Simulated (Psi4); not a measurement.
**H2 (hydrogen) at MP2/aug-cc-pVTZ**

What is the vertical electron affinity of H2 (hydrogen) at MP2/aug-cc-pVTZ? 

The results are computed with Psi4 1.11.

9 further runs of the same task are left out: 7 that didn't finish, 2 set aside as unsound or not needed.

### Step 1. The system as given

H2 has 2 atoms, charge 0, and is taken as a singlet. SMILES: `[H][H]`. Geometry: relaxed at PBE0-D4/def2-TZVP.

Bond lengths: H1–H2 0.746 Å.

### Step 2. A single-point energy at MP2/aug-cc-pVTZ

File input.json:

```json
{
  "schema_name": "qcschema_input",
  "schema_version": 1,
  "molecule": {
    "schema_name": "qcschema_molecule",
    "schema_version": 2,
    "symbols": ["H", "H"],
    "geometry": [0.60338955, -0.18746083, 0.31274967, -0.60338955, 0.18746083, -0.31274967],
    "molecular_charge": 0,
    "molecular_multiplicity": 1,
    "fix_symmetry": "c1"
  },
  "driver": "energy",
  "model": {
    "method": "mp2",
    "basis": "aug-cc-pVTZ"
  },
  "keywords": {
    "puream": true,
    "e_convergence": 1e-09,
    "d_convergence": 1e-08,
    "scf_type": "pk",
    "num_frozen_docc": 0,
    "mp2_type": "conv"
  }
}
```

On the command line:

```console
$ psi4 --qcschema input.json -n 1 --memory 1600MB
```

stdout (excerpt; [...] marks lines left out):

```text
[...]
  Running in c1 symmetry.
[...]
  Nuclear repulsion =    0.709214244738328
[...]
  Multiplicity = 1
[...]
  Nalpha       = 1
  Nbeta        = 1
[...]
    Number of basis functions: 46
[...]
   @RHF iter   1:    -1.12964525828946   -2.92338e-01   1.02464e-03 DIIS/ADIIS
[...]
   @RHF iter   6:    -1.13296013665916   -1.11284e-11   5.96963e-09 DIIS
[...]
    Orbital Energies [Eh]
    ---------------------
    Doubly Occupied:
       1A     -0.592775
    Virtual:
       2A      0.052494     3A      0.053164     4A      0.189773
       5A      0.208736     6A      0.208736     7A      0.284706
       8A      0.297411     9A      0.297411    10A      0.417878
      11A      0.419407    12A      0.738431    13A      0.790996
      14A      0.790996    15A      0.883650    16A      0.883650
      17A      0.902369    18A      0.930869    19A      0.930869
      20A      1.044898    21A      1.047624    22A      1.047624
      23A      1.066667    24A      1.066667    25A      1.522964
[...]
  @RHF Final Energy:    -1.13296013665916
   => Energetics <=
    Nuclear Repulsion Energy =              0.7092142447383283
    One-Electron Energy =                  -2.4987993764536416
    Two-Electron Energy =                   0.6566249950561529
    Total Energy =                         -1.1329601366591604
[...]
 Multipole Moments:
 ------------------------------------------------------------------------------------
     Multipole            Electronic (a.u.)      Nuclear  (a.u.)        Total (a.u.)
 ------------------------------------------------------------------------------------
 L = 1.  Multiply by 2.5417464519 to convert [e a0] to [Debye]
 Dipole X            :         -0.0000000            0.0000000           -0.0000000
 Dipole Y            :         -0.0000000            0.0000000           -0.0000000
 Dipole Z            :          0.0000000            0.0000000            0.0000000
 Magnitude           :                                                    0.0000000
[...]
	SCS-MP2 Total Energy (a.u.)        :    -1.17137359495609
	SOS-MP2 Total Energy (a.u.)        :    -1.17137359495609
	SCSN-MP2 Total Energy (a.u.)       :    -1.13296013665916
[...]
	SOS-PI-MP2 Total Energy (a.u.)     :    -1.17777583800557
[...]
	MP2 Total Energy (a.u.)            :    -1.16497135190660
[...]
```

The result, in JSON:

```text
{
 "driver": "energy",
 "model": {
  "method": "mp2",
  "basis": "aug-cc-pVTZ"
 },
 "success": true,
 "return_result": -1.164971351906599,
 "properties": {
  "calcinfo_nbasis": 46,
  "calcinfo_nmo": 46,
  "calcinfo_nalpha": 1,
  "calcinfo_nbeta": 1,
  "calcinfo_natom": 2,
  "nuclear_repulsion_energy": 0.7092142447383283,
  "return_energy": -1.164971351906599,
  "scf_one_electron_energy": -2.4987993764536416,
  "scf_two_electron_energy": 0.6566249950561529,
  "scf_dipole_moment": [-7.45861705730988e-14, -9.301387578148811e-17, 4.030276301211006e-16],
  "scf_total_energy": -1.1329601366591604,
  "scf_iterations": 6,
  "mp2_same_spin_correlation_energy": 0.0,
  "mp2_opposite_spin_correlation_energy": -0.03201121524743858,
  "mp2_singles_energy": 0.0,
  "mp2_doubles_energy": -0.03201121524743858,
  "mp2_correlation_energy": -0.03201121524743855,
  "mp2_total_energy": -1.164971351906599
 }
}
```

It took 0.88 s on 1 thread of AMD EPYC 9R45 (Zen 5), shared host; peak memory 0.2 GiB.

### Step 3. The doublet anion

File h2.py:

```python
import psi4

psi4.set_memory(1600000000)
psi4.set_num_threads(1)
psi4.set_output_file('h2.out', False)

mol = psi4.geometry("""
-1 2
H
H 1 0.746146
units angstrom
symmetry c1
no_reorient
no_com
""")

options = {'basis': 'aug-cc-pVTZ', 'reference': 'uhf', 'puream': True, 'e_convergence': 1e-09, 'd_convergence': 1e-08, 'scf_type': 'pk', 'num_frozen_docc': 0, 'mp2_type': 'conv', 'maxiter': 100}
psi4.set_options(options)

result, w = psi4.energy('mp2', molecule=mol, return_wfn=True)
print('E =', round(result, 9))
```

On the command line:

```console
$ python h2.py
```

h2.out (excerpt; [...] marks lines left out):

```text
[...]
  Running in c1 symmetry.
[...]
  Nuclear repulsion =    0.709214028715560
[...]
  Multiplicity = 2
[...]
  Nalpha       = 2
  Nbeta        = 1
[...]
    Number of basis functions: 46
[...]
   @UHF iter   1:    -1.06788158554841   -2.30574e-01   1.26486e-03 DIIS/ADIIS
[...]
   @UHF iter   9:    -1.08060815169832   -1.60738e-12   2.84310e-09 DIIS
[...]
   @S^2 Observed:                7.502898591E-01
[...]
    Orbital Energies [Eh]
    ---------------------
    Alpha Occupied:
       1A     -0.435200     2A      0.052195
    Alpha Virtual:
       3A      0.156707     4A      0.321922     5A      0.353953
       6A      0.353953     7A      0.422693     8A      0.432202
       9A      0.432202    10A      0.562281    11A      0.567537
      12A      0.889524    13A      0.943149    14A      0.943149
      15A      1.037092    16A      1.037092    17A      1.058266
      18A      1.084962    19A      1.084962    20A      1.201257
      21A      1.201257    22A      1.204442    23A      1.222799
      24A      1.222799    25A      1.680371    26A      2.092778
[...]
  @UHF Final Energy:    -1.08060815169832
   => Energetics <=
    Nuclear Repulsion Energy =              0.7092140287155598
    One-Electron Energy =                  -2.7619777083190939
    Two-Electron Energy =                   0.9721555279052162
    Total Energy =                         -1.0806081516983177
  UHF NO Occupations:
  HONO-1 :    1  A 1.9998551
  HONO-0 :    2  A 1.0000000
[...]
 Multipole Moments:
 ------------------------------------------------------------------------------------
     Multipole            Electronic (a.u.)      Nuclear  (a.u.)        Total (a.u.)
 ------------------------------------------------------------------------------------
 L = 1.  Multiply by 2.5417464519 to convert [e a0] to [Debye]
 Dipole X            :         -0.0000000            0.0000000           -0.0000000
 Dipole Y            :          0.0000000            0.0000000            0.0000000
 Dipole Z            :         -0.0000000            0.0000000           -0.0000000
 Magnitude           :                                                    0.0000000
[...]
	SCS-MP2 Total Energy (a.u.)        :    -1.12040388727777
	SOS-MP2 Total Energy (a.u.)        :    -1.12005695416025
	SCSN-MP2 Total Energy (a.u.)       :    -1.08243995855883
[...]
	SOS-PI-MP2 Total Energy (a.u.)     :    -1.12663175457057
[...]
	MP2 Total Energy (a.u.)            :    -1.11452295310249
[...]
```

Standard output:

```text
E = -1.114522953
```

Wall time 0.93 s (1 thread of AMD EPYC 9R45 (Zen 5), shared host); peak memory 0.2 GiB.

### Step 4. What came out

At MP2/aug-cc-pVTZ:

| quantity | value |
| --- | --- |
| singlet H2: total energy | -1.16497 Eh |
| singlet H2: HOMO energy (Hartree–Fock orbitals) | -16.13 eV |
| singlet H2: LUMO energy (Hartree–Fock orbitals) | 1.43 eV |
| singlet H2: HOMO–LUMO gap (Hartree–Fock orbitals) | 17.56 eV |
| singlet H2: correlation energy | -32.0 mEh |
| doublet anion: total energy | -1.11452 Eh |
| doublet anion: HOMO energy (Hartree–Fock orbitals) (highest over α and β) | 1.42 eV |
| doublet anion: LUMO energy (Hartree–Fock orbitals) (lowest over α and β) | 4.26 eV |
| doublet anion: correlation energy | -33.9 mEh |
| doublet anion: ⟨S²⟩ of the reference determinant | 0.750 |
| vertical electron affinity (to the doublet anion) | -1.373 eV |

The anion lies 1.37 eV (32 kcal/mol) above the neutral: the electron isn't bound at this level, and such a value depends on the basis. The HOMO (doublet anion) lies at positive energy, 1.42 eV: the electron is unbound at this level or held by a compact basis; values depend on the basis.
